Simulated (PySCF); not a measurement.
# C₃H₉GeO radical: geometry, EPR parameters

Wanted: the EPR parameters of C₃H₉GeO radical (`C[C](C)[O][GeH3]`), by calculation.

The runs use PySCF 2.14.0, with density-fitted response routines of our own; the level of theory stands in each step. All values are computed, except where a source is named. Atoms are numbered from 0 throughout.

### Step 1. Starting geometry

14 atoms, charge 0, multiplicity 2; geometry from: GFN2-xTB.

Bonds of the start (Å): C0–C1 1.49, C1–C2 1.49, C1–O3 1.37, O3–Ge4 1.75, C0–H5 1.10, C0–H6 1.09, C0–H7 1.09, C2–H8 1.09, C2–H9 1.10, C2–H10 1.09, Ge4–H11 1.49, Ge4–H12 1.50, Ge4–H13 1.51.

### Step 2. Relaxing the molecule at PBE0-D3(BJ)/def2-SVP

The job: settings as JSON, then the geometry in Å.

```
{"job": {"xc": "PBE0", "basis": "def2-SVP", "d3": "d3bj", "grid": 1, "kind": "geom"}, "charge": 0, "multiplicity": 2}
C     -1.369980    -0.931370     1.167510
C     -0.444180    -0.339180     0.164260
C     -0.965790     0.401020    -1.013130
O      0.801850    -0.035900     0.639450
Ge     2.241870     0.490930    -0.196980
H     -1.933370    -0.160360     1.709180
H     -0.800540    -1.504720     1.895360
H     -2.092470    -1.585420     0.680630
H     -1.886990    -0.053860    -1.369380
H     -1.173090     1.452570    -0.770130
H     -0.223280     0.392250    -1.817650
H      3.182340     0.549770     0.953890
H      2.650810    -0.507860    -1.245030
H      2.011480     1.831180    -0.842320
```

What it wrote:

```text
step   0  E = -2271.02489584  max force = 0.027853
step   1  E = -2271.02879547  max force = 0.005756
step   2  E = -2271.02899106  max force = 0.004219
step   3  E = -2271.02944986  max force = 0.002507
step   4  E = -2271.02954145  max force = 0.001267
step   5  E = -2271.02960941  max force = 0.001150
step   6  E = -2271.02964913  max force = 0.001808
step   7  E = -2271.02968273  max force = 0.001355
step   8  E = -2271.02969215  max force = 0.000540
step   9  E = -2271.02969314  max force = 0.000225
optimisation converged
```

Wall time 74 s (1 thread, shared host).

Along the way:

| step | energy from step 0 (eV) | largest force component (eV/Å) |
| --- | --- | --- |
| 0 | 0.0000 | 1.4323 |
| 1 | -0.1061 | 0.2960 |
| 2 | -0.1114 | 0.2169 |
| 3 | -0.1239 | 0.1289 |
| 4 | -0.1264 | 0.0652 |
| 5 | -0.1283 | 0.0591 |
| 6 | -0.1293 | 0.0930 |
| 7 | -0.1303 | 0.0697 |
| 8 | -0.1305 | 0.0278 |
| 9 | -0.1305 | 0.0116 |

Distances of close pairs at the start and the end, largest changes first:

| bond | before (Å) | after (Å) | change (Å) |
| --- | --- | --- | --- |
| O3–Ge4 | 1.747 | 1.793 | +0.046 |
| Ge4–H11 | 1.487 | 1.532 | +0.045 |
| Ge4–H12 | 1.504 | 1.541 | +0.036 |
| Ge4–H13 | 1.505 | 1.540 | +0.035 |
| C0–H6 | 1.088 | 1.101 | +0.013 |
| C0–H5 | 1.098 | 1.111 | +0.013 |
| C2–H9 | 1.099 | 1.111 | +0.012 |
| C2–H8 | 1.087 | 1.100 | +0.012 |

The end geometry stands in the next job.

| at the end point | value |
| --- | --- |
| point group (found at 0.08 Å tolerance) | C1 |
| rotational constants (GHz, main isotopes) | 7.497, 1.552, 1.338 |
| dipole moment (D) | 1.15 |
| ⟨S²⟩ | 0.754 |

### Step 3. EPR parameters: B3LYP/def2-TZVP-core+IGLO-III+pcH-1

The job: settings as JSON, then the geometry in Å.

```
{"job": {"kind": "epr"}, "charge": 0, "multiplicity": 2}
C     -1.370681    -0.919530     1.183575
C     -0.423554    -0.363984     0.181187
C     -0.923847     0.370355    -1.014905
O      0.758150     0.033176     0.734149
Ge     2.213444     0.498777    -0.203914
H     -1.802102    -0.125608     1.829379
H     -0.853635    -1.627092     1.849517
H     -2.208102    -1.440123     0.695714
H     -1.813909    -0.122036    -1.432786
H     -1.207233     1.417656    -0.773665
H     -0.170442     0.423266    -1.820397
H      3.311720     0.564389     0.862320
H      2.493905    -0.581286    -1.266531
H      1.994946     1.871090    -0.867983
```

Level: UKS B3LYP, IGLO-III on C O, def2-TZVP-core on Ge, pcH-1 on H, non-relativistic, mean-field spin-orbit, GIAO.

What it wrote:

```text
UKS, coarse grid
  cycle   1  E = -2271.88989022  |g| = 1.42e+00
  cycle   2  E = -2271.48303125  |g| = 1.41e+00
  cycle   3  E = -2271.92171745  |g| = 6.50e-01
  cycle   4  E = -2272.05522444  |g| = 1.79e-01
  cycle   5  E = -2272.06223777  |g| = 4.77e-02
  cycle   6  E = -2272.06292704  |g| = 1.00e-02
  cycle   7  E = -2272.06296940  |g| = 2.49e-03
  cycle   8  E = -2272.06297218  |g| = 6.67e-04
UKS, final grid
  cycle   1  E = -2272.06304009  |g| = 6.85e-04
  cycle   2  E = -2272.06303974  |g| = 1.21e-03
  cycle   3  E = -2272.06304029  |g| = 1.41e-04
  cycle   4  E = -2272.06304030  |g| = 4.63e-05
  cycle   5  E = -2272.06304030  |g| = 1.82e-05
E = -2272.06304030 Eh   <S^2> = 0.7536 (exact 0.7500)
g shifts (ppm)      1          2          3
  rmc          -174       -174       -174
  gc             47          7         34
  oz_so        -540       -259       1804
  total        -668       -426       1664
hyperfine (MHz)  atom isotope    a_iso     a_fc   dipolar eigenvalues
    0   13C     -15.01     -15.01     -2.11     -1.50      3.62
    1   13C     162.40     162.53    -74.38    -72.99    147.37
    2   13C      -7.50      -7.50     -2.81     -1.79      4.60
    3   17O     -10.56     -10.72    -43.63     20.93     22.70
    4  73Ge      -5.39      -5.42     -1.00      0.32      0.68
    5    1H     121.54     121.54     -3.72     -3.15      6.87
    6    1H      35.23      35.22     -5.05     -4.21      9.26
    7    1H      16.70      16.70     -5.26     -4.06      9.32
    8    1H       9.86       9.86     -5.51     -3.97      9.47
    9    1H     122.46     122.46     -3.90     -3.05      6.95
   10    1H      41.86      41.86     -5.15     -4.18      9.32
   11    1H      -1.71      -1.71     -1.73     -1.39      3.12
   12    1H       8.94       8.94     -2.38     -2.06      4.44
   13    1H       0.57       0.57     -1.70     -1.57      3.26
```

Wall time 83 s (1 thread, shared host).

Principal g values 2.00165, 2.00189, 2.00398; g(iso) = 2.00251, against 2.00232 for a free electron.

Hyperfine couplings; where a row names several nuclei, a(iso) is their mean (it holds for fast rotation or exchange) and the dipolar term the largest among them:

| nuclei | isotope | a(iso) (MHz) | a(iso) (G, at g = 2.0023) | largest dipolar term (MHz) |
| --- | --- | --- | --- | --- |
| C1 | 13C | 162.4 | 57.9 | 147.4 |
| H5, H6, H7, H8, H9, H10 | 1H | 57.9 | 20.7 | 9.5 |
| C0, C2 | 13C | -11.3 | -4.0 | 4.6 |
| O3 | 17O | -10.6 | -3.8 | -43.6 |
| Ge4 | 73Ge | -5.4 | -1.9 | -1.0 |
| H11, H12, H13 | 1H | 2.6 | 0.9 | 4.4 |

Mulliken spin populations:

C0 -0.09; C1 0.90; C2 -0.10; O3 0.07; Ge4 0.00; H5 0.08; H6 0.01; H7 0.01; H8 0.00; H9 0.08; H10 0.02; H11 0.00; H12 0.01; H13 0.00

In first order the couplings over 0.8 MHz of 1H give 28 distinct lines over 126.8 G, if the averaged nuclei exchange fast.

### Step 4. What came out

```
                            quantity                 value
                         point group                    C1
rotational constants (main isotopes)  7.50, 1.55, 1.34 GHz
                      g(iso) (B3LYP)               2.00251
                                ⟨S²⟩    0.754 (exact 0.75)
  largest a(iso) (averaged by class)  13C on C1, 162.4 MHz
```

In words: The optimisation took 9 steps and gained 0.131 eV; among the close pairs (by a distance rule), O3–Ge4 changed most, from 1.747 to 1.793 Å. Most of the unpaired spin sits on C1 (0.90 e). The isotropic g lies 0.2 ppt above the free-electron value. The hyperfine terms hold no scalar relativity, which the heavier nuclei need.
